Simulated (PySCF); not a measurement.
**ZnI: from the state search to spectroscopic constants**

What are the lowest state that PBE0 finds, the bond length, vibrational wavenumber and bond energy of ZnI, and how much do these hang on the method?

Method: Zn def2-TZVPP, I def2-TZVPP with ECP28, scalar-relativistic core potentials; program: PySCF 2.14.0.

### 1 Input

The job is set up so:

| Property | Result |
| --- | --- |
| atoms | Zn, I |
| charge | 0 |
| basis | Zn def2-TZVPP, I def2-TZVPP with ECP28 |
| Hamiltonian | scalar-relativistic core potentials |
| basis functions | 114 |
| electrons treated | 55 |
| masses in u | 63.9291, 126.9045 |
| levels | PBE0, PBE, r²SCAN, r²SCAN0, LDA, TPSS, PW91, HSE06, HF, MP2, SCS-MP2 |
| grid | 80 radial by 434 angular points |
| occupations | held fixed by the projection of orbital angular momentum |
| dissociation limit | Zn + I, each in its ground configuration |
| starting distance in angstrom | 2.500 |
| values of 2S to try | 1, 3 |

Launch:

```bash
$ OMP_NUM_THREADS=2 python dia.py task.json out
```

The runs that follow: PBE0 along the bond; Other states along the same grid; PBE; r²SCAN; r²SCAN0 (hybrid meta-GGA); LDA; TPSS; PW91; HSE06 (range-separated hybrid); UHF (mean field).

Q: Predict the outcome of this session. Wanted: for each run, Re; ωe; De; μ.

The runs gave:

Lowest PBE0 solution found, without spin–orbit coupling: ²Σ⁺ (doublet), unpaired electrons σ ↑. State 2 has its PBE0 minimum 4.83 eV higher. The other levels ran on the lowest alone.

```
      level  Re (Å)  ωe (cm⁻¹)  De (eV)  μ (D)
        UHF   2.543      224.6     1.25  -3.06
    UHF-MP2   2.473      236.4     1.54    n/a
UHF-SCS-MP2   2.495      230.4     1.34    n/a
        LDA   2.468      224.5     1.83  -1.83
        PBE   2.531      206.0     1.45  -2.04
       PW91   2.528      206.9     1.46  -2.04
       TPSS   2.519      211.2     1.54  -2.16
     r²SCAN   2.492      224.3     1.64  -2.15
       PBE0   2.509      219.5     1.53  -2.32
    r²SCAN0   2.489      229.0     1.65  -2.39
      HSE06   2.512      217.7     1.51  -2.32
```

De is counted to Zn + I in their ground configurations. A positive dipole means Zn(−)I(+).

**Reading.** The methods spread over 0.076 Å in bond length, from LDA to UHF. Among the levels with a De in the table, it runs from 1.25 eV (UHF) to 1.83 eV (LDA).

Correlated steps freeze 9 core orbitals. Spin–orbit coupling is left out, which matters for elements this heavy, above all for dissociation energies. With spin–orbit coupling the term label itself may not hold.
